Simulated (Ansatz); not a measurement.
# Hf2SnTe2: the cost of one run

Program: Ansatz 0.2.0. Level of theory: DFT PBE, scalar-relativistic, plane waves, PAW. These are calculated values, not measurements.

1 further run of the same task is left out (it didn't finish).

## (1) The system as given

It takes space group P6/mmm (No. 191, hexagonal). Conventional cell: a = 4.701 Å, b = 4.701 Å, c = 7.563 Å, α = 90.00°, β = 90.00°, γ = 120.00°. Around Hf (site symmetry -6m2) lie 3 Sn at 2.71 Å and 3 Hf at 2.71 Å. Around Sn (site symmetry 6/mmm) lie 6 Hf at 2.71 Å. Around Te (site symmetry -6m2) lie 3 Te at 2.71 Å.

As a file:

```cif
data_structure
_symmetry_space_group_name_H-M 'P6/mmm'
_symmetry_Int_Tables_number 191
_cell_length_a 4.7014
_cell_length_b 4.7014
_cell_length_c 7.5635
_cell_angle_alpha 90.000
_cell_angle_beta 90.000
_cell_angle_gamma 120.000
_cell_volume 144.78
loop_
_atom_site_label
_atom_site_type_symbol
_atom_site_symmetry_multiplicity
_atom_site_Wyckoff_symbol
_atom_site_fract_x
_atom_site_fract_y
_atom_site_fract_z
_atom_site_occupancy
Hf1 Hf 2 d 0.33333 0.66667 0.50000 1
Sn1 Sn 1 b 0.00000 0.00000 0.50000 1
Te1 Te 2 c 0.33333 0.66667 0.00000 1
```

A structure generator made this guess: random cell by space group and Wyckoff sites (P6/mmm, No. 191). Lengths come from tabulated atomic sizes and are only a guess.

## (2) A first look at the guess

The input, input.yaml:

```yaml
crystal:
  lattice:
    - [4.70138705, 0.0, 0.0]
    - [-2.35069352, 4.07152062, 0.0]
    - [0.0, 0.0, 7.56349006]
  atoms:
    - { symbol: Hf, position: [0.33333333, 0.66666667, 0.5] }
    - { symbol: Hf, position: [0.66666667, 0.33333333, 0.5] }
    - { symbol: Sn, position: [0.0, 0.0, 0.5] }
    - { symbol: Te, position: [0.33333333, 0.66666667, 0.0] }
    - { symbol: Te, position: [0.66666667, 0.33333333, 0.0] }
basis:
  ecutwfc: 420
kpoints:
  mp_grid: { grid: [6, 6, 2] }
hamiltonian:
  xc: pbe
scf:
  occupations: { method: gaussian, width: 0.1 }
  lower_state_search: "off"
output:
  forces: true
  stress: true
  eigenvalues: true
```

Started as:

```sh
$ ansatz run input.yaml --threads 1 --pin off --max-ram 2560MiB --backend cpu --events-out ev --progress --plain --runs-dir out
```

What time and memory should one allow on 1 thread of Intel Xeon Platinum 8175M at 2.50GHz (Skylake/Cascade Lake), shared host?

About 11 s, with a peak of 0.5 GiB.
